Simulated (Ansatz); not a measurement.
# Al₂Si₂H₆: up Jacob's ladder to CCSD(T)

The task here is to estimate one member of a computed series from the others.

Program: Ansatz 0.2.0, Gaussian basis. Level of theory: functionals in def2-TZVPP, the program's frozen cores in correlated methods. These are calculated values, not measurements.

Plan: LDA (SPW92), PBE-D4, revPBE-D4, BLYP-D4, r2SCAN-D4, B97M-V, PBE0-D4, B3LYP-D4, r2SCANh-D4, r2SCAN0-D4, HSE06-D4, BHLYP-D4, CAM-B3LYP-D4, LC-ωPBE, ωB97X-V, ωB97M-V, B2PLYP, PBE-QIDH; CCSD(T)/def2-SVP; CCSD(T)/def2-TZVPP; MP2/def2-QZVPP; extrapolation to the limit; RPA on PBE.

**The geometry**

An earlier PBE0-D4 in a triple-zeta def2 set relaxation fixed the geometry.

SMILES `[SiH3][Al]1[AlH][SiH2]1`, 10 atoms, charge 0, spin multiplicity 1.

Atoms are counted from 1 here; the program's logs count them from 0.

Bond lengths: Si1–Al2 2.460 Å, Si1–H5 1.491 Å, Si1–H6 1.491 Å, Si1–H7 1.490 Å, Al2–Al3 2.479 Å, Al2–Si4 2.439 Å, Al3–Si4 2.343 Å, Al3–H8 1.585 Å, Si4–H9 1.581 Å, Si4–H10 1.499 Å. Angles: Al2–Si1–H5 110.3°, Al2–Si1–H6 111.0°, Al2–Si1–H7 111.8°, H5–Si1–H6 107.6°, H5–Si1–H7 108.0°, H6–Si1–H7 108.1°, Si1–Al2–Al3 164.4°, Si1–Al2–Si4 136.1°, Al3–Al2–Si4 56.9°, Al2–Al3–Si4 60.7°, Al2–Al3–H8 149.8°, Si4–Al3–H8 135.8°, Al2–Si4–Al3 62.4°, Al2–Si4–H9 50.3°, Al2–Si4–H10 139.6°, Al3–Si4–H9 92.7°, Al3–Si4–H10 157.2°, H9–Si4–H10 100.3°.

The first run:

The input, in.yaml:

```yaml
crystal:
  periodic: [false, false, false]
  atoms:
    - {symbol: Si, position_ang: [-1.426522, 1.264608, -1.412124]}
    - {symbol: Al, position_ang: [-0.140146, -0.429826, -0.177045]}
    - {symbol: Al, position_ang: [0.541990, -2.376000, 1.198868]}
    - {symbol: Si, position_ang: [1.875476, -0.449268, 1.195483]}
    - {symbol: H, position_ang: [-1.958551, 0.687172, -2.679246]}
    - {symbol: H, position_ang: [-2.589660, 1.742297, -0.611543]}
    - {symbol: H, position_ang: [-0.589818, 2.446672, -1.761473]}
    - {symbol: H, position_ang: [0.798272, -3.933744, 1.336526]}
    - {symbol: H, position_ang: [0.619901, 0.509798, 1.257187]}
    - {symbol: H, position_ang: [2.952157, 0.487091, 1.656368]}
basis:
  gaussian: {orbitals: def2-TZVPP}
hamiltonian: {xc: lda}
output: {orbitals: {seedname: orbitals}}
```

Command:

```sh
> ansatz run in.yaml --threads 2 --pin off --events-out ev --progress --plain --max-ram 4352MiB
```

Among the steps run: LDA; PBE-D4 (GGA); revPBE-D4 (GGA); BLYP-D4 (GGA); r2SCAN-D4 (meta-GGA); B97M-V (meta-GGA); PBE0-D4 (hybrid); B3LYP-D4 (hybrid); r2SCANh-D4 (hybrid); r2SCAN0-D4 (hybrid); HSE06-D4 (hybrid); BHLYP-D4 (hybrid); CAM-B3LYP-D4 (range-separated); LC-ωPBE (range-separated); ωB97X-V (range-separated); ωB97M-V (range-separated); B2PLYP (double hybrid); PBE-QIDH (double hybrid).

One of the session's tables, all rows but one given; the rest of the session is left out.

It belongs to the step «Frontier levels by functional». 

```
  functional  HOMO (eV)  LUMO (eV)  gap (eV)
 LDA (SPW92)      -5.46      -2.74      2.71
      PBE-D4      -5.37      -2.58      2.80
   revPBE-D4      -5.33      -2.51      2.83
     BLYP-D4      -5.17      -2.38      2.79
   r2SCAN-D4      -5.53      -2.44      3.09
      B97M-V      -5.57      -2.47      3.10
     PBE0-D4          ?          ?         ?
    B3LYP-D4      -5.95      -1.98      3.96
  r2SCANh-D4      -5.84      -2.19      3.65
  r2SCAN0-D4      -6.28      -1.81      4.47
    HSE06-D4      -5.79      -2.24      3.55
    BHLYP-D4      -6.74      -1.02      5.72
CAM-B3LYP-D4      -7.15      -0.86      6.29
     LC-ωPBE      -8.33       0.02      8.35
     ωB97X-V      -8.08      -0.02      8.06
     ωB97M-V      -7.91      -0.21      7.70
```

Estimate the missing values for PBE0-D4.

**Answer.** HOMO (eV): -6.17; LUMO (eV): -1.88; gap (eV): 4.29. In the column «HOMO (eV)» it lies between r2SCAN0-D4 (-6.28) and B3LYP-D4 (-5.95).
